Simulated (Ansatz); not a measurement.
# CH5FInNSi: how energies converge with the basis set

Aim: see how fast density functionals converge with the basis set for CH5FInNSi.

Computed with Ansatz 0.2.0, Gaussian basis. Level: one geometry, several basis sets.

The runs, in order: PBE0-D4/def2-SVP; ωB97M-V/def2-SVP; PBE0-D4/def2-QZVPP; ωB97M-V/def2-QZVPP; the functionals' def2-TZVPP values are taken from earlier runs.

## 1. Structure used throughout

An earlier PBE0-D4 in a triple-zeta def2 set relaxation fixed the geometry. In takes the def2 core potential; no spin-orbit term is included.

10 atoms, charge 0, spin multiplicity 1.

Atoms are counted from 1 here; the program's logs count them from 0.

Bond lengths: F1–In2 1.936 Å, In2–C3 2.165 Å, In2–N5 2.060 Å, C3–Si4 1.894 Å, C3–H6 1.090 Å, C3–H7 1.090 Å, Si4–N5 1.723 Å, Si4–H8 1.493 Å, Si4–H9 1.493 Å, N5–H10 1.007 Å. Angles: F1–In2–C3 154.2°, F1–In2–N5 125.9°, C3–In2–N5 79.9°, In2–C3–Si4 87.4°, In2–C3–H6 112.7°, In2–C3–H7 112.5°, Si4–C3–H6 116.8°, Si4–C3–H7 116.7°, H6–C3–H7 109.3°, C3–Si4–N5 97.1°, C3–Si4–H8 111.1°, C3–Si4–H9 111.2°, N5–Si4–H8 115.1°, N5–Si4–H9 115.0°, H8–Si4–H9 107.2°, In2–N5–Si4 95.6°, In2–N5–H10 136.9°, Si4–N5–H10 127.5°.

## 2. PBE0-D4 in def2-SVP

in.yaml

```yaml
crystal:
  periodic: [false, false, false]
  atoms:
    - {symbol: F, position_ang: [0.741476, -1.474584, -3.181376]}
    - {symbol: In, position_ang: [0.485626, -0.746406, -1.406308]}
    - {symbol: C, position_ang: [1.032172, -0.412585, 0.661300]}
    - {symbol: Si, position_ang: [-0.558063, 0.602889, 0.828497]}
    - {symbol: N, position_ang: [-1.101665, 0.416116, -0.795673]}
    - {symbol: H, position_ang: [1.086735, -1.337493, 1.235724]}
    - {symbol: H, position_ang: [1.972292, 0.130091, 0.762356]}
    - {symbol: H, position_ang: [-1.459213, 0.022497, 1.867283]}
    - {symbol: H, position_ang: [-0.259931, 2.007037, 1.237509]}
    - {symbol: H, position_ang: [-1.939439, 0.792451, -1.209312]}
basis:
  gaussian: {orbitals: def2-SVP}
hamiltonian: {xc: pbe0, dispersion: d4}
output: {orbitals: {seedname: orbitals}}
```

Started as:

```bash
ansatz run in.yaml --threads 4 --pin off --events-out ev --progress --plain --max-ram 10444MiB
```

The runs that follow: ωB97M-V in def2-SVP; PBE0-D4 in def2-QZVPP; ωB97M-V in def2-QZVPP.

**Question.** What will the summary of the whole plan be? Wanted: PBE0-D4: double and triple zeta above quadruple; ωB97M-V: double and triple zeta above quadruple.

As calculated:

| quantity | value |
| --- | --- |
| PBE0-D4: double and triple zeta above quadruple | 10.33, 0.64 eV |
| ωB97M-V: double and triple zeta above quadruple | 10.50, 0.60 eV |

**Reading.** For PBE0-D4 the step from double to triple zeta gains 9.69 eV and the next only 0.64 eV. Total energies overstate the basis error of differences, where much of it tends to cancel.
